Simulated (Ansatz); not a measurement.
# C2H5BrGe: the cost of one run

Computed with Ansatz 0.2.0 through its Python package. Level of theory: B3LYP/def2-SVP.

## 1. Starting point

Bond lengths: C1–C2 1.298 Å, C2–Ge3 1.898 Å, C2–Br4 1.862 Å, C1–H5 1.148 Å, C1–H6 1.079 Å, Ge3–H7 1.607 Å, Ge3–H8 1.519 Å, Ge3–H9 1.596 Å. Angles: C1–C2–Ge3 118.9°, C1–C2–Br4 122.2°, Ge3–C2–Br4 118.8°, C2–C1–H5 118.5°, C2–C1–H6 126.3°, H5–C1–H6 115.1°, C2–Ge3–H7 109.6°, C2–Ge3–H8 111.6°, C2–Ge3–H9 110.8°, H7–Ge3–H8 107.0°, H7–Ge3–H9 107.0°, H8–Ge3–H9 110.8°.

No structure file is read: the coordinates are typed or built in the script.

## 2. The script

Input file c2h5brge_scan.py:

```python
'''Stretching a bond of C2H5BrGe, the rest held rigid.'''

import ansatz as az
import matplotlib.pyplot as plt
import numpy as np

c2h5brge = (
    az.Crystal.molecule()
    .atom('C', (-0.2286, 1.3694, -0.5766))
    .atom('C', (-0.4382, 0.0881, -0.5559))
    .atom('Ge', (0.4431, -0.9642, 0.7555))
    .atom('Br', (-1.4951, -0.766, -1.8292))
    .atom('H', (-0.7888, 2.003, -1.3534))
    .atom('H', (0.3652, 1.9301, 0.1282))
    .atom('H', (2.0332, -0.7754, 0.6172))
    .atom('H', (0.1541, -2.4441, 0.5717))
    .atom('H', (0.0436, -0.4872, 2.2254))
)

symbols = [site.symbol for site in c2h5brge.cartesian_sites]
start = np.array([site.position_ang for site in c2h5brge.cartesian_sites])
axis = (start[7] - start[2]) / np.linalg.norm(start[7] - start[2])
moving = [7]
lengths, energies = [1.337, 1.397, 1.458, 1.519, 1.58, 1.641, 1.701, 1.792], []
for length in lengths:
    xyz = start.copy()
    xyz[moving] += (length - np.linalg.norm(start[7] - start[2])) * axis
    point = az.Crystal.molecule()
    for symbol, place in zip(symbols, xyz):
        point = point.atom(symbol, place.tolist())
    calc = (
        point.calculation()
        .basis(gaussian='def2-SVP')
        .functional('b3lyp')
    )
    report = calc.run(threads=1).report
    energies.append(report['free_energy_ev'])
    print(f'r = {length:6.3f} A  E = {energies[-1]:.5f} eV  <S^2> = {abs(report["mean_field"]["state"]["spin_squared"]):.3f}')

# quartic fit about the minimum
fit = np.polynomial.Polynomial.fit(lengths, np.array(energies) - min(energies), 4).convert()
roots = [r.real for r in fit.deriv().roots() if abs(r.imag) < 1e-9 and fit.deriv(2)(r.real) > 0]
r_e = min(roots, key=lambda r: abs(r - lengths[int(np.argmin(energies))]))
print(f'minimum of the fit at {r_e:.4f} A, force constant {fit.deriv(2)(r_e):.2f} eV/A^2')
plt.figure(figsize=(4.5, 3))
plt.plot(lengths, np.array(energies) - min(energies), 'o-')
plt.xlabel('bond length (A)')
plt.ylabel('E - E(min) (eV)')
plt.tight_layout()
plt.savefig('scan.png', dpi=100)
```

## 3. The run

Command:

```sh
python c2h5brge_scan.py
```

What time and memory should one allow on 1 thread of Arm Neoverse V1, shared host?

About 44 s, with a peak of 0.39 GiB.
